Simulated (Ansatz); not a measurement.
# SiAs− (singlet): wave-function methods side by side, aug-cc-pVDZ

An exercise on one series of results from a longer session: the logs are not shown, and one member is left open.

Computed with Ansatz 0.2.0, Gaussian basis. Level: aug-cc-pVDZ, core rule «outside noble gas», up to 19 orbitals frozen.

To be run: UHF; CCSD(T) on RHF; CCSD(T) on UHF; BCCD(T) on RHF; CISD; CCSDT(Q) on RHF; CCSDT(Q) on UHF; CASSCF and MRCISD+Q, 10 electrons in 8 orbitals; CASSCF and NEVPT2, 10 electrons in 8 orbitals.

18 further runs of the same task are left out: 6 that didn't finish, 12 set aside as unsound or not needed. Runs told in other sessions of the task aren't counted.

### What is computed

The geometry is a PBE0/def2-TZVPD stationary point (not a proven minimum) of the parent state, kept for this charge and spin. No spin-orbit coupling is included. The filled d shell of As may be among the frozen orbitals whatever the setting's name suggests.

2 atoms, charge -1, spin multiplicity 1.

Atoms are counted from 1 here; the program's logs count them from 0.

Bond lengths: Si1–As2 2.289 Å.

Geometry (Å):

```
Si    0.0000    0.0000    0.0000
As    0.0000    0.0000    2.2890
```

Set-up of the first run:

Input file in.yaml:

```yaml
crystal:
  periodic: [false, false, false]
  atoms:
    - {symbol: Si, position_ang: [0.000000, 0.000000, 0.000000]}
    - {symbol: As, position_ang: [0.000000, 0.000000, 2.289000]}
basis:
  gaussian: {orbitals: aug-cc-pVDZ}
total_charge: -1
magnetization: {spin_polarized: true, initial_magnetization: 0}
hamiltonian: {xc: hf}
output: {orbitals: {seedname: orbitals}}
```

The run is started by

```sh
> ansatz run in.yaml --threads 1 --pin off --events-out ev --progress --plain --max-ram 2393MiB
```

Steps of the session up to this table: UHF; CCSD(T) on RHF; CCSD(T) on UHF; BCCD(T) on RHF; CISD; CCSDT(Q) on RHF; CCSDT(Q) on UHF; CASSCF and MRCISD+Q, 10 electrons in 8 orbitals; CASSCF and NEVPT2, 10 electrons in 8 orbitals.

One table of the session follows, with a row left open; its other results are not shown here.

It belongs to the step «Misses and costs». 

```
          method  from RCCSDT(Q) (meV)
             RHF               +6853.8
             UHF               +6386.2
            RMP2                +910.4
            UMP2               +1829.4
            CISD               +1239.3
           RCCSD                +563.5
           UCCSD                +610.0
        RCCSD(T)                 +80.2
        UCCSD(T)                +198.9
         BCCD(T)                 +79.2
          RCCSDT                 +65.2
          UCCSDT                 +80.8
       RCCSDT(Q)                     0
       UCCSDT(Q)                  +2.5
  CASSCF valence               +4529.4
  NEVPT2 valence               +1043.0
  MRCISD valence                +474.2
MRCISD+Q valence                     ?
```

Q: Estimate the row for MRCISD+Q valence from the others.

As computed: from RCCSDT(Q) (meV): +36.7. In the column «from RCCSDT(Q) (meV)» it lies between UCCSDT(Q) (+2.5) and RCCSDT (+65.2).

Limits of these values: The determinant of HF (⟨S²⟩ 1.11) is far from a pure spin state, so its energy mixes those of several spin states; that is harmless only where they are near-degenerate. The determinant of CCSD(T) (⟨S²⟩ 1.11) is far from a pure spin state, so its energy mixes those of several spin states; high orders of coupled cluster remove much of that, low ones don't. The determinant of CCSDT(Q) (⟨S²⟩ 1.11) is far from a pure spin state, so its energy mixes those of several spin states; high orders of coupled cluster remove much of that, low ones don't. Warnings: restricted reference is unstable; spin contamination; large T1 diagnostic. Restricted and unrestricted rows rest on different reference determinants; a gap between their highest levels can come from leftover correlation error, from unlike frozen cores or from another state.
